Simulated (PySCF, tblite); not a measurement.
# C₄H₄BN₃O: geometry, infrared bands and NMR shifts

What infrared bands and NMR shifts should C₄H₄BN₃O (`N#CC1=CN(BN)C1=O`) show?

Computed with tblite 0.8.0 and PySCF 2.14.0, with density-fitted response routines of our own, on a single molecule in the gas phase. Atoms are numbered from 0 throughout.

### Step 1. The molecule as given

13 atoms, charge 0, multiplicity 1; geometry from: force field or distance geometry start.

Bonds of the start (Å): N0–C1 1.17, C1–C2 1.43, C2–C3 1.35, C3–N4 1.45, N4–B5 1.54, B5–N6 1.54, N4–C7 1.43, C7–O8 1.25, C7–C2 1.46, C3–H9 1.07, B5–H10 1.20, N6–H11 1.05, N6–H12 1.04.

### Step 2. Optimising the geometry with GFN2-xTB

Job settings and geometry (Å):

```
{"job": {"kind": "relax", "xc": "GFN2-xTB", "basis": "xTB"}, "charge": 0, "multiplicity": 1}
N      4.234000     0.834500    -0.275000
C      3.101200     0.546800    -0.155400
C      1.731900     0.163200    -0.005000
C      0.823400    -0.182800    -0.939100
N     -0.180800    -0.362200     0.090000
B     -1.664200    -0.776500     0.103300
N     -2.735200     0.319100    -0.031200
C      0.769900     0.022800     1.086400
O      0.815900     0.167900     2.330700
H      0.809100    -0.315200    -2.002700
H     -1.959600    -1.631600     0.896100
H     -3.467700     0.034000    -0.722900
H     -2.282300     1.180400    -0.392800
```

Started as:

```bash
OMP_NUM_THREADS=1 python probes_run.py task.json out
```

This one command runs all jobs of the session in turn.

**Question.** This job is followed by: GFN2-xTB harmonic vibrations, gas phase; GIAO PBE0/pcSseg-1 NMR shielding, non-relativistic, gas phase. What will the session give for the following? strongest single infrared mode (GFN2-xTB); zero-point energy (GFN2-xTB); 13C shifts against TMS (PBE0/pcSseg-1); 1H shifts against TMS (PBE0/pcSseg-1, means over atoms taken as alike); 15N shifts against NH3 (PBE0/pcSseg-1); 11B shifts against BF3·OEt2 (PBE0/pcSseg-1); 17O shifts against H2O (PBE0/pcSseg-1).

As calculated:

```
                                                              quantity                           value
                             strongest single infrared mode (GFN2-xTB)           1441 cm⁻¹, 879 km/mol
                                          zero-point energy (GFN2-xTB)                   52.2 kcal/mol
                                13C shifts against TMS (PBE0/pcSseg-1)  179.1, 169.1, 114.2, 101.8 ppm
1H shifts against TMS (PBE0/pcSseg-1, means over atoms taken as alike)            8.56, 4.35, 3.17 ppm
                                15N shifts against NH3 (PBE0/pcSseg-1)          336.6, 184.1, 79.3 ppm
                           11B shifts against BF3·OEt2 (PBE0/pcSseg-1)                        17.7 ppm
                                17O shifts against H2O (PBE0/pcSseg-1)                       513.3 ppm
```

In words: Relaxing lowered the energy by 2.000 eV in 83 steps; the close pair that moved most is B5–N6, from 1.538 to 1.386 Å. All 33 modes are real, so the xTB geometry is a minimum. The strongest single mode, at 1441 cm⁻¹, moves mainly N4. Unscaled tight-binding wavenumbers are off by several per cent, some by more. Its intensities can rank the bands wrongly. At PBE0/pcSseg-1: The widest tensor belongs to O8: span 830 ppm, with a paramagnetic part of -574 ppm.
